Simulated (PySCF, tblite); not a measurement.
# C₅H₇BN₂: geometry, infrared bands and NMR shifts

Aim: predict the infrared bands and NMR shifts of C₅H₇BN₂ (`C=C([BH2-][N+]#CC)C#N`).

Programs: tblite 0.8.0 and PySCF 2.14.0, with density-fitted response routines of our own. Each step states its level of theory. These are calculated values for one molecule in the gas phase, unless marked as measured. Atoms are numbered from 0 throughout.

## 1. The starting structure

15 atoms, charge 0, multiplicity 1; geometry from: force field or distance geometry start.

Bonds of the start (Å): C0–C1 1.31, C1–B2 1.57, B2–N3 1.49, N3–C4 1.16, C4–C5 1.47, C1–C6 1.44, C6–N7 1.18, C0–H8 1.09, C0–H9 1.11, B2–H10 1.19, B2–H11 1.18, C5–H12 1.12, C5–H13 1.10, C5–H14 1.12.

## 2. Optimising the geometry with GFN2-xTB

What the job is given:

```
{"job": {"kind": "relax", "xc": "GFN2-xTB", "basis": "xTB"}, "charge": 0, "multiplicity": 1}
C     -2.752300     0.631000    -0.721400
C     -1.653500     0.272900    -0.095500
B     -0.455900     1.287500    -0.093100
N      0.783600     0.461700    -0.126000
C      1.743200    -0.196100    -0.107700
C      2.946600    -1.040000    -0.120000
C     -1.521200    -0.991700     0.576600
N     -1.426100    -2.019000     1.142000
H     -2.844000     1.591800    -1.222700
H     -3.608900    -0.074900    -0.718900
H     -0.499800     1.949000     0.894500
H     -0.495500     1.936100    -1.078100
H      3.114200    -1.488400     0.889700
H      2.809100    -1.855100    -0.839500
H      3.856100    -0.456800    -0.413100
```

On the command line:

```console
$ OMP_NUM_THREADS=1 python probes_run.py task.json out
```

One launch serves the whole session: the jobs run in the order shown.

**Question.** This job is followed by: GFN2-xTB harmonic vibrations, gas phase; GIAO PBE0/pcSseg-1 NMR shielding, non-relativistic, gas phase. What will the session give for the following? strongest single infrared mode (GFN2-xTB); zero-point energy (GFN2-xTB); ¹³C shifts against TMS (PBE0/pcSseg-1); ¹H shifts against TMS (PBE0/pcSseg-1, means over atoms taken as alike); ¹¹B shifts against BF3·OEt2 (PBE0/pcSseg-1); ¹⁵N shifts against NH3 (PBE0/pcSseg-1); surface potential, 1st and 99th percentile.

The runs gave:

```
                                                              quantity                                value
                             strongest single infrared mode (GFN2-xTB)                2333 cm⁻¹, 203 km/mol
                                          zero-point energy (GFN2-xTB)                        67.4 kcal/mol
                                ¹³C shifts against TMS (PBE0/pcSseg-1)  143.0, 137.9, 128.2, 123.2, 2.8 ppm
¹H shifts against TMS (PBE0/pcSseg-1, means over atoms taken as alike)           6.54, 6.01, 2.66, 2.54 ppm
                           ¹¹B shifts against BF3·OEt2 (PBE0/pcSseg-1)                            -32.4 ppm
                                ¹⁵N shifts against NH3 (PBE0/pcSseg-1)                     307.8, 226.6 ppm
                                 surface potential, 1st and 99th percentile                   -1.73 V and 1.93 V
```

**Reading.** The optimisation took 123 steps and gained 0.365 eV; among the close pairs (by a distance rule), C1–B2 changed most, from 1.570 to 1.636 Å. The lowest mode is imaginary (55i cm⁻¹), so the xTB geometry is not a minimum. The strongest single mode, at 2333 cm⁻¹, moves mainly C6 and N7. GFN2-xTB is a fitted tight-binding method: band positions and strengths are rough. Its intensities can rank the bands wrongly. The most deshielded carbon is C0 (terminal =CH2 carbon), at 143.0 ppm: the olefinic region. At PBE0/pcSseg-1: The largest span, 423 ppm, is at N3, where the paramagnetic term is -292 ppm. At PBE0/pcSseg-1, counted by nearest atom on the grid, the HOMO lies on C0 30 %; C1 21 %, the LUMO on C0 19 %; C1 15 %.
